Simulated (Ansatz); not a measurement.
# GaHCl₂ + HF: a complex and its separated parts

The complex below is one end of an elementary step. How strongly is it bound against its free parts?

Method: PBE0-D4/def2-TZVP structures, single points in def2-TZVPP, no counterpoise correction; program: Ansatz 0.2.0, Gaussian basis.

Levels: SPW92, PBE-D4, BLYP-D4, r2SCAN-D4, B97M-V, PBE0-D4, B3LYP-D4, r2SCAN0-D4, BHLYP-D4, CAM-B3LYP-D4, wB97X-V, wB97M-V, B2PLYP, PBE-QIDH, RPA on PBE, Hartree-Fock, MP2, CCSD, CCSD(T).

Cores are frozen in the correlated methods. Filled d shells of the heavier atoms are correlated. B3LYP uses VWN-RPA correlation. B2PLYP carries no dispersion term here.

94 further runs of the same task are left out: 94 set aside as unsound or not needed. Runs told in other sessions of the task aren't counted.

### 1 Starting geometry

The complex: 6 atoms, charge 0, spin multiplicity 1.

Atoms are counted from 1 here; the program's logs count them from 0.

Bond lengths: Ga1–Cl3 2.138 Å, Ga1–Cl4 2.138 Å, Ga1–H6 1.552 Å, F2–H5 0.926 Å. Angles: Cl3–Ga1–Cl4 115.5°, Cl3–Ga1–H6 121.4°, Cl4–Ga1–H6 121.4°.

As a file:

```xyz
6
Cl2FGaH2
Ga   -0.4391   -0.6163   -0.0693
F     0.9291    1.2570    0.0681
Cl    1.1167   -2.0061   -0.5355
Cl   -1.5949    0.0622   -1.7347
H     0.9059    1.7007    0.8811
H    -0.9178   -0.3974    1.3904
```

Its parts: GaHCl₂ holds atoms 1, 3, 4, 6; HF holds atoms 2, 5. Each part counts its atoms afresh in its own runs.

### 2 Relaxing GaHCl₂ alone

File relax-a/in.yaml:

```yaml
crystal:
  periodic: [false, false, false]
  atoms:
    - {symbol: Ga, position_ang: [-0.439105, -0.616330, -0.069322]}
    - {symbol: Cl, position_ang: [1.116735, -2.006147, -0.535530]}
    - {symbol: Cl, position_ang: [-1.594878, 0.062159, -1.734707]}
    - {symbol: H, position_ang: [-0.917756, -0.397387, 1.390363]}
basis:
  gaussian: {orbitals: def2-TZVP}
hamiltonian: {xc: pbe0, dispersion: d4}
relax: {f_tol: 0.005, max_steps: 200}
```

On the command line:

```sh
$ ansatz run in.yaml --threads 4 --pin off --events-out ev --progress --plain --max-ram 9574MiB
```

After this run come: Relaxing HF alone; SPW92/def2-TZVPP; PBE-D4/def2-TZVPP; BLYP-D4/def2-TZVPP; r2SCAN-D4/def2-TZVPP; B97M-V/def2-TZVPP; PBE0-D4/def2-TZVPP; B3LYP-D4/def2-TZVPP; r2SCAN0-D4/def2-TZVPP; BHLYP-D4/def2-TZVPP; CAM-B3LYP-D4/def2-TZVPP; wB97X-V/def2-TZVPP; wB97M-V/def2-TZVPP; B2PLYP/def2-TZVPP; PBE-QIDH/def2-TZVPP; RPA on PBE/def2-TZVPP; CCSD(T)/def2-TZVPP; Vibrations of GaHCl₂; Vibrations of HF.

**Question.** What will these runs give? Wanted: complex less parts, CCSD(T)/def2-TZVPP; with zero-point energy; largest T1 diagnostic.

**Answer**, as computed:

| quantity | value |
| --- | --- |
| complex less parts, CCSD(T)/def2-TZVPP | -28.2 kJ/mol |
| with zero-point energy | -23.7 kJ/mol |
| largest T1 diagnostic | 0.011 |

At CCSD(T) the complex lies 28.2 kJ/mol below its parts. The functionals run from PBE0-D4, off by 0.0 kJ/mol, to SPW92, off by -14.0 kJ/mol, against CCSD(T). Mean unsigned error by rung: LDA 14.0, GGA 2.4, meta-GGA 4.7, hybrid 2.0, range-separated hybrid 3.1, double hybrid 2.0 kJ/mol. The double hybrids carry no dispersion term here, unlike the levels marked D4 or V. PBE-D4 gives a relative energy 0.7 kJ/mol too high, inside chemical accuracy (1 kcal/mol, 4.2 kJ/mol). The complex's frequency run has imaginary modes: the structure is no minimum, so both the energy and the zero-point correction are in doubt. No counterpoise was applied, and triple zeta lacks some correlation, so the CCSD(T) reference has a basis error of its own, and close matches with it are partly luck.
